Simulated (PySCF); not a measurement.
# H12O6Y ([Y(H2O)6]3+): the cost of one run

Computed with PySCF 2.14.0 and routines of our own; the level stands in each step. Atoms count from 0.

### Step 1. The system as given

19 atoms, charge 3, multiplicity 1; geometry from: GFN2-xTB.

### Step 2. NMR shieldings: PBE0/pcJ-1 Y:dyall-v2z, spin–orbit

Job settings and geometry (Å):

```
{"job": {"xc": "PBE0", "basis": {"default": "pcJ-1", "Y": "dyall-v2z"}, "rel": "so", "kind": "hnmr"}, "charge": 3, "multiplicity": 1}
Y      0.000500    -0.000160    -0.000040
O      0.161210     0.162940     2.127850
H      0.143490     0.973320     2.676580
H      0.277150    -0.553350     2.785060
O     -0.158710    -0.164030    -2.127450
H     -0.259270     0.553370    -2.785800
H     -0.159080    -0.975660    -2.674230
O      2.127850     0.163700    -0.162990
H      2.785580     0.273250     0.553320
H      2.676070     0.147840    -0.973280
O     -2.127350    -0.158760     0.163460
H     -2.675350    -0.153240     0.974190
H     -2.784550    -0.267960    -0.553870
O     -0.164760     2.127340    -0.159710
H     -0.976630     2.673790    -0.155340
H      0.551410     2.786220    -0.264510
O      0.163050    -2.127860     0.159190
H     -0.553140    -2.783900     0.275290
H      0.972510    -2.676850     0.142280
```

Level: PBE0/pcJ-1 Y:dyall-v2z GIAO NMR shielding, X2C with spin-orbit coupling, screened-nuclear two-electron part, Gaussian nuclei, gas phase.

Run with:

```bash
OMP_NUM_THREADS=1 python heavy_run.py task.json out
```

The driver reads the jobs from task.json and runs them one after another.

Q: Estimate the wall time and peak memory of this first job on 1 thread of Intel Xeon 6975P-C, shared host.

About 12 min, with a peak of 2.7 GiB.
